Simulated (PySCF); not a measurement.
# SiH2Br2: a look at the electrons

Aim: take SiH2Br2 and analyse its density (charges, bond critical points, surface potential), see where an electron leaves and enters and measure its response to a uniform field.

The runs use PySCF 2.14.0; levels as typed in each script, gas phase, geometry from GFN2-xTB.

## 1. The system as given

SMILES `Br[SiH2]Br`, 5 atoms, charge 0, spin multiplicity 1.

Bond lengths: Br1–Si2 2.209 Å, Si2–Br3 2.209 Å, Si2–H4 1.446 Å, Si2–H5 1.446 Å. Angles: Br1–Si2–Br3 108.0°, Br1–Si2–H4 108.0°, Br1–Si2–H5 107.9°, Br3–Si2–H4 107.9°, Br3–Si2–H5 108.0°, H4–Si2–H5 116.8°.

Coordinates:

```
Br    1.78675    0.25922    0.00002
Si    0.00003   -1.03938    0.00000
Br   -1.78676    0.25922   -0.00002
H    -0.00077   -1.79705    1.23184
H     0.00077   -1.79705   -1.23183
```

## 2. Density, bond paths and surface potential (wB97X/def2-tzvp)

Contents of input.py:

```python
import numpy as np
from pyscf import gto, scf, dft
from pyscf.scf import atom_ks, atom_hf
from scipy.linalg import block_diag

def solve(mol, dm0=None, hcore=None):
    mf = (dft.UKS if mol.spin else dft.RKS)(mol, xc='wb97x')
    mf.grids.level = 3
    mf = mf.density_fit(auxbasis='def2-universal-jkfit')
    mf.conv_tol, mf.max_cycle = 1e-8, 80
    if hcore is not None:
        mf.get_hcore = lambda *args: hcore
    mf.kernel(dm0)
    if not mf.converged:
        mf = mf.newton().run(mf.mo_coeff, mf.mo_occ, max_cycle=30)
    assert mf.converged, 'SCF not converged'
    return mf

mol = gto.M(atom='''
Br     1.78675     0.25922     0.00002
Si     0.00003    -1.03938     0.00000
Br    -1.78676     0.25922    -0.00002
H     -0.00077    -1.79705     1.23184
H      0.00077    -1.79705    -1.23183
''', basis='def2-tzvp', charge=0, spin=0, verbose=4)
mf = solve(mol)
mf.analyze()
# spherically averaged free atoms, for the promolecule
atm = atom_ks.get_atm_nrks(mol, xc='wb97x')
pro = block_diag(*[(atm[a[0]][2] * atm[a[0]][3]) @ atm[a[0]][2].T for a in mol._atom])
np.savez('result.npz', e=mf.e_tot, c=mf.mo_coeff, occ=mf.mo_occ, eps=mf.mo_energy, pro=pro, dip=mf.dip_moment(verbose=0), s2=mf.spin_square()[0])
```

Launch:

```sh
> OMP_NUM_THREADS=1 python input.py
```

## 4. Removing and adding an electron (wB97X/def2-tzvp)

Edit input.py of step 2 so:

```diff
@@ -26,3 +26,12 @@
 mf = solve(mol)
-mf.analyze()
+out = dict(e0=mf.e_tot, dm0=mf.make_rdm1(), c=mf.mo_coeff, occ=mf.mo_occ, eps=mf.mo_energy)
+for name, dq, spin in [('cation', 1, 1)]:
+    ion = mol.copy().set(charge=mol.charge + dq, spin=spin).build()
+    mi = solve(ion)
+    if spin and dq > 0 and mol.nao < 130:
+        c, _, stable, _ = mi.stability(return_status=True)
+        if not stable:
+            mi = solve(ion, mi.make_rdm1(c, mi.mo_occ))
+    print(name, 'vertical energy change / eV', (mi.e_tot - mf.e_tot) * 27.211386)
+    out.update({'e_' + name: mi.e_tot, 'dm_' + name: mi.make_rdm1(), 's2_' + name: mi.spin_square()[0], 'eps_' + name: mi.mo_energy, 'occ_' + name: mi.mo_occ})
 # spherically averaged free atoms, for the promolecule
@@ -30,2 +39,2 @@
 pro = block_diag(*[(atm[a[0]][2] * atm[a[0]][3]) @ atm[a[0]][2].T for a in mol._atom])
-np.savez('result.npz', e=mf.e_tot, c=mf.mo_coeff, occ=mf.mo_occ, eps=mf.mo_energy, pro=pro, dip=mf.dip_moment(verbose=0), s2=mf.spin_square()[0])
+np.savez('result.npz', pro=pro, **out)
```

## 6. Response to an electric field (wB97X/def2-tzvp)

Contents of input.py:

```python
import numpy as np
from pyscf import gto, scf, dft
from pyscf.scf import atom_ks, atom_hf
from scipy.linalg import block_diag

def solve(mol, dm0=None, hcore=None):
    mf = (dft.UKS if mol.spin else dft.RKS)(mol, xc='wb97x')
    mf.grids.level = 3
    mf = mf.density_fit(auxbasis='def2-universal-jkfit')
    mf.conv_tol, mf.max_cycle = 1e-8, 80
    if hcore is not None:
        mf.get_hcore = lambda *args: hcore
    mf.kernel(dm0)
    if not mf.converged:
        mf = mf.newton().run(mf.mo_coeff, mf.mo_occ, max_cycle=30)
    assert mf.converged, 'SCF not converged'
    return mf

mol = gto.M(atom='''
Br     1.78675     0.25922     0.00002
Si     0.00003    -1.03938     0.00000
Br    -1.78676     0.25922    -0.00002
H     -0.00077    -1.79705     1.23184
H      0.00077    -1.79705    -1.23183
''', basis='def2-tzvp', charge=0, spin=0, verbose=4)
field = np.array([0.004, 0.0, 0.0])  # atomic units
mol.set_common_orig(mol.atom_charges() @ mol.atom_coords() / mol.atom_charges().sum())
mf = solve(mol)
out = dict(dm0=mf.make_rdm1(), d0=mf.dip_moment(unit='AU'), e0=mf.e_tot)
for name, sign in (('p', 1), ('m', -1)):
    h = mf.get_hcore() + sign * np.einsum('x,xij->ij', field, mol.intor('int1e_r'))
    mi = solve(mol, mf.make_rdm1(), h)
    out.update({'dm' + name: mi.make_rdm1(), 'd' + name: mi.dip_moment(unit='AU'), 'e' + name: mi.e_tot})
# spherically averaged free atoms, for the promolecule
atm = atom_ks.get_atm_nrks(mol, xc='wb97x')
pro = block_diag(*[(atm[a[0]][2] * atm[a[0]][3]) @ atm[a[0]][2].T for a in mol._atom])
np.savez('result.npz', pro=pro, **out)
```

(Steps that only read results are left out.)

What does the calculation give? Wanted: dipole moment; HOMO, LUMO; vertical ionisation energy; polarisability along the field.

As calculated:

```
                                        quantity            value
                 dipole moment (wB97X/def2-tzvp)           1.39 D
                    HOMO, LUMO (wB97X/def2-tzvp)  -10.84, 1.64 eV
    vertical ionisation energy (wB97X/def2-tzvp)         11.09 eV
polarisability along the field (wB97X/def2-tzvp)       76.7 bohr³
```

**Reading.** At wB97X/def2-tzvp: The highest Hirshfeld charge is on Si2 (+0.31 e), the lowest on Br1 and Br3 (−0.09 e). The ionisation energy from two SCF runs, 11.09 eV, lies 0.2 eV above −ε(HOMO) = 10.84 eV of the same level, wB97X/def2-tzvp. The geometry was not optimised at these levels.
